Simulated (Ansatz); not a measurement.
# GeH3O2 with multiplicity 2: rotation by 180° about the O1–Ge2 bond

Aim: the minimum-energy path and barrier of the rotation by 180° about the O1–Ge2 bond. The ends are relaxed first, then joined by a nudged elastic band. SMILES of the start: [OH][GeH][OH].

All numbers below are computed with Ansatz 0.2.0 (UKS r2SCANh/def2-SVP).

## Step 1: The structure to begin with

Bond lengths: O1–Ge2 1.768 Å, Ge2–O3 1.764 Å, O1–H4 0.997 Å, Ge2–H5 1.550 Å, O3–H6 0.987 Å. Angles: O1–Ge2–O3 108.1°, O1–Ge2–H5 111.7°, O3–Ge2–H5 109.7°, Ge2–O1–H4 100.4°, Ge2–O3–H6 105.9°.

As a file:

```xyz
6

O    -1.1710   -0.7651   -0.2295
Ge    0.3019    0.2009   -0.3847
O     1.0990    0.2414    1.1885
H    -1.5301   -0.6953   -1.1572
H    -0.0067    1.6458   -0.8527
H     1.3489   -0.6918    1.3895
```

## Step 2: Relaxing end A

Input file input.yaml:

```yaml
crystal:
  periodic: [false, false, false]
  atoms:
    - { symbol: O, position_ang: [-1.171, -0.7651, -0.2295] }
    - { symbol: Ge, position_ang: [0.3019, 0.2009, -0.3847] }
    - { symbol: O, position_ang: [1.099, 0.2414, 1.1885] }
    - { symbol: H, position_ang: [-1.5301, -0.6953, -1.1572] }
    - { symbol: H, position_ang: [-0.0067, 1.6458, -0.8527] }
    - { symbol: H, position_ang: [1.3489, -0.6918, 1.3895] }
magnetization:
  spin_polarized: true
  initial_magnetization: 1
basis:
  gaussian: { orbitals: def2-SVP }
hamiltonian:
  xc: r2scanh
relax:
  f_tol: 0.015
  max_steps: 40
```

Run with:

```bash
ansatz run input.yaml --threads 2 --pin off --max-ram 3072MiB --backend cpu --events-out ev --progress --plain --runs-dir out
```

Standard output (excerpt; [...] marks lines left out):

```text
Warning: RAYON_NUM_THREADS=2 ignored (pool sized by the plan → 2); use --threads N
[...]
Functional definition: r2SCANh
[...]
780 factors; integrals over basis functions are off by at most 2.7e-4 eV
[...]
mean field -60647.92459566 eV, -2228.7701202509 hartree, gradient 3.6e-5 eV, S^2 0.753356; 0 other end points of the search recorded, 0 dependent functions left out
[...]
reference -60647.92460458 eV, -2228.7701205785 hartree; 26, 25 occupied and 49, 50 virtual orbitals, 780 factors
relax step   1: F+E_penalty+E_count = -60647.92459566 eV  Δ(F+E_penalty+E_count) = +0.000e0 eV  max|allowed force component| = 1.444e0 eV/Å  Δτ_max = 0.0000 Å  (29 SCF iters, accepted)
[...]
relax step   3: F+E_penalty+E_count = -60648.06693483 eV  Δ(F+E_penalty+E_count) = -4.160e-2 eV  max|allowed force component| = 5.957e-1 eV/Å  Δτ_max = 0.0448 Å  (32 SCF iters, accepted)
[...]
relax step   5: F+E_penalty+E_count = -60648.09646475 eV  Δ(F+E_penalty+E_count) = -6.035e-3 eV  max|allowed force component| = 5.181e-1 eV/Å  Δτ_max = 0.0557 Å  (30 SCF iters, accepted)
[...]
relax step   7: F+E_penalty+E_count = -60648.10135705 eV  Δ(F+E_penalty+E_count) = -4.892e-3 eV  max|allowed force component| = 1.332e-1 eV/Å  Δτ_max = 0.0273 Å  (30 SCF iters, accepted)
[...]
relax step   9: F+E_penalty+E_count = -60648.10287131 eV  Δ(F+E_penalty+E_count) = -1.076e-4 eV  max|allowed force component| = 3.487e-2 eV/Å  Δτ_max = 0.0119 Å  (30 SCF iters, accepted)
[...]
relax step  10: F+E_penalty+E_count = -60648.10301824 eV  Δ(F+E_penalty+E_count) = -1.469e-4 eV  max|allowed force component| = 2.191e-2 eV/Å  Δτ_max = 0.0143 Å  (30 SCF iters, accepted)
[...]
relax step  11: F+E_penalty+E_count = -60648.10303107 eV  Δ(F+E_penalty+E_count) = -1.283e-5 eV  max|allowed force component| = 1.147e-2 eV/Å  Δτ_max = 0.0026 Å  (25 SCF iters, accepted)
780 factors; integrals over basis functions are off by at most 2.5e-4 eV
[...]
mean field -60648.10303107 eV, -2228.7766776312 hartree, gradient 1.6e-5 eV, S^2 0.754200; 1 other end points of the search recorded, 0 dependent functions left out
[...]
reference -60648.10304004 eV, -2228.7766779606 hartree; 26, 25 occupied and 49, 50 virtual orbitals, 780 factors
Total energy: -60648.10304004 eV, -2228.7766779606 hartree
Atom 0 at    -1.104196    -0.703235    -0.247601 Å, force     0.002213    -0.001605     0.007731 eV/Å
Atom 1 at     0.373765     0.264777    -0.527110 Å, force    -0.000285     0.007334    -0.002990 eV/Å
Atom 2 at     1.190771     0.194629     1.044746 Å, force    -0.000742    -0.011467     0.007845 eV/Å
Atom 3 at    -1.577085    -0.922848    -1.057701 Å, force    -0.003702    -0.002236    -0.005526 eV/Å
Atom 4 at     0.044543     1.780979    -0.706850 Å, force     0.000648     0.001629    -0.004160 eV/Å
Atom 5 at     1.114202    -0.678402     1.448415 Å, force     0.001867     0.006345    -0.002899 eV/Å
Dipole moment:    -0.109702    -0.230236    -0.359369 e Å
```

Run time: 41 s. Hardware: 2 threads of Arm Neoverse V2, shared host; peak memory 0.23 GiB.

The steps of the relaxation:

```csv
step,energy from step 1 (eV),largest force component (eV/Å)
1,0.0000,1.4435
2,-0.1007,0.9701
3,-0.1423,0.5957
4,-0.1658,0.1786
5,-0.1719,0.5181
6x,-0.1598,0.7806
7,-0.1768,0.1332
8,-0.1782,0.0330
9,-0.1783,0.0349
10,-0.1784,0.0219
11,-0.1784,0.0115
```

Step 1 is the start. 1 step was tried and not accepted (marked x).

After: Bond lengths: O1–Ge2 1.789 Å, Ge2–O3 1.773 Å, O1–H4 0.963 Å, Ge2–H5 1.562 Å, O3–H6 0.965 Å. Angles: O1–Ge2–O3 102.8°, O1–Ge2–H5 111.7°, O3–Ge2–H5 103.7°, Ge2–O1–H4 113.4°, Ge2–O3–H6 111.7°.

## Step 3: End point B

The second end starts from a geometry with the move made by hand.

Input file input.yaml:

```yaml
crystal:
  periodic: [false, false, false]
  atoms:
    - { symbol: O, position_ang: [-1.171, -0.7651, -0.2295] }
    - { symbol: Ge, position_ang: [0.3019, 0.2009, -0.3847] }
    - { symbol: O, position_ang: [0.41775, 0.75916, -2.0541] }
    - { symbol: H, position_ang: [-1.5301, -0.6953, -1.1572] }
    - { symbol: H, position_ang: [1.56572, -0.61752, -0.01735] }
    - { symbol: H, position_ang: [-0.36407, 1.3435, -2.19905] }
magnetization:
  spin_polarized: true
  initial_magnetization: 1
basis:
  gaussian: { orbitals: def2-SVP }
hamiltonian:
  xc: r2scanh
relax:
  f_tol: 0.015
  max_steps: 40
```

Run with:

```bash
ansatz run input.yaml --threads 2 --pin off --max-ram 3072MiB --backend cpu --events-out ev --progress --plain --runs-dir out
```

Standard output:

```text
Warning: RAYON_NUM_THREADS=2 ignored (pool sized by the plan → 2); use --threads N
The last accepted step is kept in <dir> (removed where the run ends without a failure and the disk answers)
Engine: ansatz 0.2.0, aarch64-unknown-linux-gnu
[... 1 set-up line as earlier in the session ...]
  parameter a = 0.1
  parameter k0 = 0.174
  parameter k1 = 0.065
  parameter a1 = 4.9479
  exchange = (1 - a)*r2scan_x(k0 = k0, k1 = k1, a1 = a1) + a*exact_x
  correlation = r2scan_c
783 factors; integrals over basis functions are off by at most 2.7e-4 eV
mean field evaluation 1: about -60640.2402 eV, gradient 4.7e1 eV
mean field evaluation 2: about -60617.0744 eV, gradient 8.8e1 eV
mean field evaluation 4: about -60647.8409 eV, gradient 3.4e0 eV
mean field evaluation 8: about -60647.8927 eV, gradient 2.9e-1 eV
mean field evaluation 16: about -60647.8930 eV, gradient 1.2e-4 eV
mean field -60647.89301208 eV, -2228.7689595754 hartree, gradient 3.9e-5 eV, S^2 0.753271; 0 other end points of the search recorded, 0 dependent functions left out
the calculation of the forces begins
reference -60647.89302096 eV, -2228.7689599021 hartree; 26, 25 occupied and 49, 50 virtual orbitals, 783 factors
relax step   1: F+E_penalty+E_count = -60647.89301208 eV  Δ(F+E_penalty+E_count) = +0.000e0 eV  max|allowed force component| = 1.718e0 eV/Å  Δτ_max = 0.0000 Å  (29 SCF iters, accepted)
these checks for a lower state are left out or cut short: starts, cluster_reference, orbital_swaps, neighbouring_geometries, increment
783 factors; integrals over basis functions are off by at most 2.5e-4 eV
mean field -60647.99088899 eV, -2228.7725564857 hartree, gradient 2.4e-5 eV, S^2 0.754164; 0 other end points of the search recorded, 0 dependent functions left out
the calculation of the forces begins
reference -60647.99089786 eV, -2228.7725568117 hartree; 26, 25 occupied and 49, 50 virtual orbitals, 783 factors
relax step   2: F+E_penalty+E_count = -60647.99088899 eV  Δ(F+E_penalty+E_count) = -9.788e-2 eV  max|allowed force component| = 1.191e0 eV/Å  Δτ_max = 0.1411 Å  (33 SCF iters, accepted)
these checks for a lower state are left out or cut short: starts, cluster_reference, orbital_swaps, neighbouring_geometries, increment
783 factors; integrals over basis functions are off by at most 2.4e-4 eV
mean field evaluation 32: about -60648.0351 eV, gradient 2.3e-5 eV
mean field -60648.03514975 eV, -2228.7741830386 hartree, gradient 2.3e-5 eV, S^2 0.753824; 0 other end points of the search recorded, 0 dependent functions left out
the calculation of the forces begins
reference -60648.03515868 eV, -2228.7741833668 hartree; 26, 25 occupied and 49, 50 virtual orbitals, 783 factors
relax step   3: F+E_penalty+E_count = -60648.03514975 eV  Δ(F+E_penalty+E_count) = -4.426e-2 eV  max|allowed force component| = 5.691e-1 eV/Å  Δτ_max = 0.0436 Å  (31 SCF iters, accepted)
these checks for a lower state are left out or cut short: starts, cluster_reference, orbital_swaps, neighbouring_geometries, increment
783 factors; integrals over basis functions are off by at most 2.3e-4 eV
mean field -60648.06545329 eV, -2228.7752966732 hartree, gradient 1.1e-5 eV, S^2 0.753719; 0 other end points of the search recorded, 0 dependent functions left out
the calculation of the forces begins
reference -60648.06546231 eV, -2228.7752970047 hartree; 26, 25 occupied and 49, 50 virtual orbitals, 783 factors
relax step   4: F+E_penalty+E_count = -60648.06545329 eV  Δ(F+E_penalty+E_count) = -3.030e-2 eV  max|allowed force component| = 2.623e-1 eV/Å  Δτ_max = 0.1500 Å  (33 SCF iters, accepted)
these checks for a lower state are left out or cut short: starts, cluster_reference, orbital_swaps, neighbouring_geometries, increment
783 factors; integrals over basis functions are off by at most 2.2e-4 eV
mean field -60648.06537966 eV, -2228.7752939672 hartree, gradient 2.2e-5 eV, S^2 0.753630; 0 other end points of the search recorded, 0 dependent functions left out
the calculation of the forces begins
reference -60648.06538864 eV, -2228.7752942973 hartree; 26, 25 occupied and 49, 50 virtual orbitals, 783 factors
relax step   5: F+E_penalty+E_count = -60648.06537966 eV  Δ(F+E_penalty+E_count) = +7.363e-5 eV  max|allowed force component| = 6.024e-1 eV/Å  Δτ_max = 0.0494 Å  (31 SCF iters, rejected (line search))
these checks for a lower state are left out or cut short: starts, cluster_reference, orbital_swaps, neighbouring_geometries, increment
783 factors; integrals over basis functions are off by at most 2.3e-4 eV
mean field -60648.06971891 eV, -2228.7754534318 hartree, gradient 6.5e-5 eV, S^2 0.753705; 0 other end points of the search recorded, 0 dependent functions left out
the calculation of the forces begins
reference -60648.06972791 eV, -2228.7754537627 hartree; 26, 25 occupied and 49, 50 virtual orbitals, 783 factors
relax step   6: F+E_penalty+E_count = -60648.06971891 eV  Δ(F+E_penalty+E_count) = -4.266e-3 eV  max|allowed force component| = 1.312e-1 eV/Å  Δτ_max = 0.0241 Å  (29 SCF iters, accepted)
these checks for a lower state are left out or cut short: starts, cluster_reference, orbital_swaps, neighbouring_geometries, increment
783 factors; integrals over basis functions are off by at most 2.2e-4 eV
mean field -60648.07481164 eV, -2228.7756405860 hartree, gradient 1.0e-5 eV, S^2 0.753626; 0 other end points of the search recorded, 0 dependent functions left out
the calculation of the forces begins
reference -60648.07482062 eV, -2228.7756409163 hartree; 26, 25 occupied and 49, 50 virtual orbitals, 783 factors
relax step   7: F+E_penalty+E_count = -60648.07481164 eV  Δ(F+E_penalty+E_count) = -5.093e-3 eV  max|allowed force component| = 4.785e-1 eV/Å  Δτ_max = 0.0979 Å  (32 SCF iters, accepted)
these checks for a lower state are left out or cut short: starts, cluster_reference, orbital_swaps, neighbouring_geometries, increment
783 factors; integrals over basis functions are off by at most 2.1e-4 eV
mean field evaluation 64: about -60648.0433 eV, gradient 1.4e-5 eV
mean field -60648.04330707 eV, -2228.7744828145 hartree, gradient 1.5e-5 eV, S^2 0.753312; 0 other end points of the search recorded, 0 dependent functions left out
the calculation of the forces begins
reference -60648.04331599 eV, -2228.7744831425 hartree; 26, 25 occupied and 49, 50 virtual orbitals, 783 factors
relax step   8: F+E_penalty+E_count = -60648.04330707 eV  Δ(F+E_penalty+E_count) = +3.150e-2 eV  max|allowed force component| = 1.680e0 eV/Å  Δτ_max = 0.1498 Å  (33 SCF iters, rejected (line search))
these checks for a lower state are left out or cut short: starts, cluster_reference, orbital_swaps, neighbouring_geometries, increment
783 factors; integrals over basis functions are off by at most 2.2e-4 eV
mean field -60648.08097734 eV, -2228.7758671714 hartree, gradient 2.1e-5 eV, S^2 0.753449; 0 other end points of the search recorded, 0 dependent functions left out
the calculation of the forces begins
reference -60648.08098628 eV, -2228.7758674999 hartree; 26, 25 occupied and 49, 50 virtual orbitals, 783 factors
relax step   9: F+E_penalty+E_count = -60648.08097734 eV  Δ(F+E_penalty+E_count) = -6.166e-3 eV  max|allowed force component| = 1.273e-1 eV/Å  Δτ_max = 0.0749 Å  (32 SCF iters, accepted)
these checks for a lower state are left out or cut short: starts, cluster_reference, orbital_swaps, neighbouring_geometries, increment
783 factors; integrals over basis functions are off by at most 2.2e-4 eV
mean field -60648.08371742 eV, -2228.7759678675 hartree, gradient 1.9e-5 eV, S^2 0.753486; 0 other end points of the search recorded, 0 dependent functions left out
the calculation of the forces begins
reference -60648.08372635 eV, -2228.7759681957 hartree; 26, 25 occupied and 49, 50 virtual orbitals, 783 factors
relax step  10: F+E_penalty+E_count = -60648.08371742 eV  Δ(F+E_penalty+E_count) = -2.740e-3 eV  max|allowed force component| = 7.291e-2 eV/Å  Δτ_max = 0.0750 Å  (32 SCF iters, accepted)
these checks for a lower state are left out or cut short: starts, cluster_reference, orbital_swaps, neighbouring_geometries, increment
783 factors; integrals over basis functions are off by at most 2.2e-4 eV
mean field -60648.08403411 eV, -2228.7759795059 hartree, gradient 6.0e-5 eV, S^2 0.753463; 0 other end points of the search recorded, 0 dependent functions left out
the calculation of the forces begins
reference -60648.08404305 eV, -2228.7759798344 hartree; 26, 25 occupied and 49, 50 virtual orbitals, 783 factors
relax step  11: F+E_penalty+E_count = -60648.08403411 eV  Δ(F+E_penalty+E_count) = -3.167e-4 eV  max|allowed force component| = 1.561e-1 eV/Å  Δτ_max = 0.0200 Å  (29 SCF iters, accepted)
these checks for a lower state are left out or cut short: starts, cluster_reference, orbital_swaps, neighbouring_geometries, increment
783 factors; integrals over basis functions are off by at most 2.2e-4 eV
mean field -60648.08471475 eV, -2228.7760045187 hartree, gradient 2.7e-5 eV, S^2 0.753455; 0 other end points of the search recorded, 0 dependent functions left out
the calculation of the forces begins
reference -60648.08472369 eV, -2228.7760048472 hartree; 26, 25 occupied and 49, 50 virtual orbitals, 783 factors
relax step  12: F+E_penalty+E_count = -60648.08471475 eV  Δ(F+E_penalty+E_count) = -6.806e-4 eV  max|allowed force component| = 9.507e-2 eV/Å  Δτ_max = 0.0054 Å  (27 SCF iters, accepted)
these checks for a lower state are left out or cut short: starts, cluster_reference, orbital_swaps, neighbouring_geometries, increment
783 factors; integrals over basis functions are off by at most 2.2e-4 eV
mean field evaluation 96: about -60648.0859 eV, gradient 2.1e-5 eV
mean field -60648.08590505 eV, -2228.7760482616 hartree, gradient 2.1e-5 eV, S^2 0.753440; 0 other end points of the search recorded, 0 dependent functions left out
the calculation of the forces begins
reference -60648.08591402 eV, -2228.7760485911 hartree; 26, 25 occupied and 49, 50 virtual orbitals, 783 factors
relax step  13: F+E_penalty+E_count = -60648.08590505 eV  Δ(F+E_penalty+E_count) = -1.190e-3 eV  max|allowed force component| = 3.956e-2 eV/Å  Δτ_max = 0.0451 Å  (31 SCF iters, accepted)
these checks for a lower state are left out or cut short: starts, cluster_reference, orbital_swaps, neighbouring_geometries, increment
783 factors; integrals over basis functions are off by at most 2.3e-4 eV
mean field -60648.08665573 eV, -2228.7760758484 hartree, gradient 7.4e-5 eV, S^2 0.753433; 0 other end points of the search recorded, 0 dependent functions left out
the calculation of the forces begins
reference -60648.08666469 eV, -2228.7760761776 hartree; 26, 25 occupied and 49, 50 virtual orbitals, 783 factors
relax step  14: F+E_penalty+E_count = -60648.08665573 eV  Δ(F+E_penalty+E_count) = -7.507e-4 eV  max|allowed force component| = 1.492e-2 eV/Å  Δτ_max = 0.0299 Å  (29 SCF iters, accepted)
these checks for a lower state are left out or cut short: starts, cluster_reference, orbital_swaps, neighbouring_geometries, increment
783 factors; integrals over basis functions are off by at most 2.6e-4 eV
mean field -60648.08556044 eV, -2228.7760355974 hartree, gradient 1.9e-5 eV, S^2 0.753449; 0 other end points of the search recorded, 0 dependent functions left out
the calculation of the forces begins
reference -60648.08556942 eV, -2228.7760359273 hartree; 26, 25 occupied and 49, 50 virtual orbitals, 783 factors
relax step  15: F+E_penalty+E_count = -60648.08556044 eV  Δ(F+E_penalty+E_count) = +1.095e-3 eV  max|allowed force component| = 2.311e-1 eV/Å  Δτ_max = 0.0432 Å  (31 SCF iters, rejected (line search))
these checks for a lower state are left out or cut short: starts, cluster_reference, orbital_swaps, neighbouring_geometries, increment
783 factors; integrals over basis functions are off by at most 2.3e-4 eV
mean field -60648.08676648 eV, -2228.7760799185 hartree, gradient 5.9e-5 eV, S^2 0.753441; 0 other end points of the search recorded, 0 dependent functions left out
the calculation of the forces begins
reference -60648.08677544 eV, -2228.7760802477 hartree; 26, 25 occupied and 49, 50 virtual orbitals, 783 factors
relax step  16: F+E_penalty+E_count = -60648.08676648 eV  Δ(F+E_penalty+E_count) = -1.108e-4 eV  max|allowed force component| = 3.516e-2 eV/Å  Δτ_max = 0.0210 Å  (29 SCF iters, accepted)
these checks for a lower state are left out or cut short: starts, cluster_reference, orbital_swaps, neighbouring_geometries, increment
783 factors; integrals over basis functions are off by at most 2.4e-4 eV
mean field -60648.08683088 eV, -2228.7760822850 hartree, gradient 6.7e-5 eV, S^2 0.753443; 0 other end points of the search recorded, 0 dependent functions left out
the calculation of the forces begins
reference -60648.08683984 eV, -2228.7760826143 hartree; 26, 25 occupied and 49, 50 virtual orbitals, 783 factors
relax step  17: F+E_penalty+E_count = -60648.08683088 eV  Δ(F+E_penalty+E_count) = -6.439e-5 eV  max|allowed force component| = 2.268e-2 eV/Å  Δτ_max = 0.0056 Å  (29 SCF iters, accepted)
these checks for a lower state are left out or cut short: starts, cluster_reference, orbital_swaps, neighbouring_geometries, increment
783 factors; integrals over basis functions are off by at most 2.4e-4 eV
mean field -60648.08683812 eV, -2228.7760825512 hartree, gradient 2.5e-5 eV, S^2 0.753448; 0 other end points of the search recorded, 0 dependent functions left out
the calculation of the forces begins
reference -60648.08684708 eV, -2228.7760828805 hartree; 26, 25 occupied and 49, 50 virtual orbitals, 783 factors
relax step  18: F+E_penalty+E_count = -60648.08683812 eV  Δ(F+E_penalty+E_count) = -7.246e-6 eV  max|allowed force component| = 1.431e-2 eV/Å  Δτ_max = 0.0052 Å  (27 SCF iters, accepted)
783 factors; integrals over basis functions are off by at most 2.4e-4 eV
mean field evaluation 128: about -60639.9497 eV, gradient 4.8e1 eV
mean field -60648.08683812 eV, -2228.7760825512 hartree, gradient 2.5e-5 eV, S^2 0.753448; 1 other end points of the search recorded, 0 dependent functions left out
the calculation of the forces begins
reference -60648.08684708 eV, -2228.7760828805 hartree; 26, 25 occupied and 49, 50 virtual orbitals, 783 factors
Total energy: -60648.08684708 eV, -2228.7760828805 hartree
Atom 0 at    -1.018081    -1.054272    -0.484941 Å, force    -0.013514    -0.001399     0.004047 eV/Å
Atom 1 at     0.218027     0.231524    -0.393963 Å, force    -0.003576    -0.003387    -0.007695 eV/Å
Atom 2 at     0.561701     0.900262    -2.014134 Å, force    -0.003095     0.014308    -0.005011 eV/Å
Atom 3 at    -1.895304    -0.744933    -0.735863 Å, force     0.009700    -0.002469     0.003306 eV/Å
Atom 4 at     1.510968    -0.527270    -0.023394 Å, force     0.001811     0.000157     0.001204 eV/Å
Atom 5 at    -0.157111     1.420329    -2.389604 Å, force     0.008674    -0.007210     0.004149 eV/Å
Dipole moment:    -0.412467     0.340823    -0.003051 e Å
```

Run time: 61 s. Hardware: 2 threads of Arm Neoverse V2, shared host; peak memory 0.23 GiB.

Step by step:

```csv
step,energy from step 1 (eV),largest force component (eV/Å)
1,0.0000,1.7184
2,-0.0979,1.1907
3,-0.1421,0.5691
4,-0.1724,0.2623
5x,-0.1724,0.6024
6,-0.1767,0.1312
7,-0.1818,0.4785
8x,-0.1503,1.6796
9,-0.1880,0.1273
10,-0.1907,0.0729
11,-0.1910,0.1561
12,-0.1917,0.0951
13,-0.1929,0.0396
14,-0.1936,0.0149
15x,-0.1925,0.2311
16,-0.1938,0.0352
17,-0.1938,0.0227
18,-0.1938,0.0143
```

Step 1 is the start. 3 steps were tried and not accepted (marked x).

After: Bond lengths: O1–Ge2 1.786 Å, Ge2–O3 1.786 Å, O1–H4 0.963 Å, Ge2–H5 1.544 Å, O3–H6 0.963 Å. Angles: O1–Ge2–O3 110.9°, O1–Ge2–H5 103.8°, O3–Ge2–H5 103.9°, Ge2–O1–H4 114.4°, Ge2–O3–H6 114.3°.

(Part 1 of 2 ends here.)
